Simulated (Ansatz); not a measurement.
# LaRuPO (P4/nmm): equation of state

An exercise on one series of results from a longer session: the logs are not shown, and one member is left open.

Computed with Ansatz 0.2.0 (DFT PBE, scalar-relativistic, plane waves, PAW, unless a step's input says otherwise).

## Starting point

It takes space group P4/nmm (No. 129, tetragonal). Conventional cell: a = 4.064 Å, b = 4.064 Å, c = 8.510 Å, α = 90.00°, β = 90.00°, γ = 90.00°. La (site symmetry 4mm) has 4 O at 2.38 Å as nearest neighbours. Around P (site symmetry 4mm) lie 4 Ru at 2.34 Å. Around Ru (site symmetry -4m2) lie 4 P at 2.34 Å. Around O (site symmetry -4m2) lie 4 La at 2.38 Å.

As a file:

```cif
data_structure
_symmetry_space_group_name_H-M 'P 1'
_symmetry_Int_Tables_number 1
_cell_length_a 4.0640
_cell_length_b 4.0640
_cell_length_c 8.5103
_cell_angle_alpha 90.000
_cell_angle_beta 90.000
_cell_angle_gamma 90.000
_cell_volume 140.56
loop_
_atom_site_label
_atom_site_type_symbol
_atom_site_fract_x
_atom_site_fract_y
_atom_site_fract_z
_atom_site_occupancy
La1 La 0.00000 0.50000 0.85538 1
La2 La 0.50000 0.00000 0.14462 1
P1 P 0.50000 0.00000 0.63580 1
P2 P 0.00000 0.50000 0.36420 1
Ru1 Ru 0.00000 0.00000 0.50000 1
Ru2 Ru 0.50000 0.50000 0.50000 1
O1 O 0.50000 0.50000 0.00000 1
O2 O 0.00000 0.00000 0.00000 1
```

An earlier run at PBE left this cell at 17.570 Å³/atom and 0.00 GPa (8×8×4 mesh).

Volume factors to run: 0.980, 1.020, 0.960, 1.040.

Set-up of the first run:

Contents of input.yaml:

```yaml
crystal:
  lattice:
    - [4.0367571804, 0.0, 0.0]
    - [0.0, 4.0367571804, 0.0]
    - [0.0, 0.0, 8.453164477]
  atoms:
    - { symbol: La, position: [0.0, 0.5, 0.8553813798] }
    - { symbol: La, position: [0.5, 0.0, 0.1446186202] }
    - { symbol: P, position: [0.5, 0.0, 0.6357980833] }
    - { symbol: P, position: [0.0, 0.5, 0.3642019167] }
    - { symbol: Ru, position: [0.0, 0.0, 0.5] }
    - { symbol: Ru, position: [0.5, 0.5, 0.5] }
    - { symbol: O, position: [0.5, 0.5, 0.0] }
    - { symbol: O, position: [0.0, 0.0, 0.0] }
basis:
  ecutwfc: 420
  ecutrho_ratio: 4
kpoints:
  mp_grid: { grid: [8, 8, 4] }
hamiltonian:
  xc: pbe
scf:
  occupations: { method: gaussian, width: 0.05 }
output:
  forces: true
  stress: true
  eigenvalues: true
relax:
  f_tol: 0.01
  max_steps: 40
  cell: { stress_tol: 0.1, fix: [volume] }
```

Launch:

```console
$ ansatz run input.yaml --threads 2 --pin off --max-ram 5120MiB --backend cpu --events-out ev --progress --plain --runs-dir out
```

Among the steps run: At 0.980 of the relaxed volume; Scaling the volume by 1.020; Scaling the volume by 0.960; At 1.040 of the relaxed volume.

One table of the session follows, with a row left open; its other results are not shown here.

It belongs to the step «Energy and pressure against volume». 

| volume (Å³/atom) | energy (meV/atom) | pressure (GPa) |
| --- | --- | --- |
| 16.867 | 9.47 | 4.49 |
| 17.218 | 2.29 | 2.13 |
| 17.570 | 0.00 | 0.00 |
| 17.921 | ? | ? |
| 18.273 | 8.16 | -3.58 |

**Question.** Estimate the row for volume (Å³/atom) = 17.921.

Worked estimate for «energy (meV/atom)». A straight line through the neighbours (17.570, 0.00) and (18.273, 8.16) gives 0.00 + (8.16 − 0.00) × (17.921 − 17.570) / (18.273 − 17.570) = 4.07; a parabola fitted to 3 rows on both sides gives 1.95.

**Answer.** energy (meV/atom): 2.11; pressure (GPa): -1.89. In «energy (meV/atom)» the line misses by +1.96 and the parabola by -0.16.
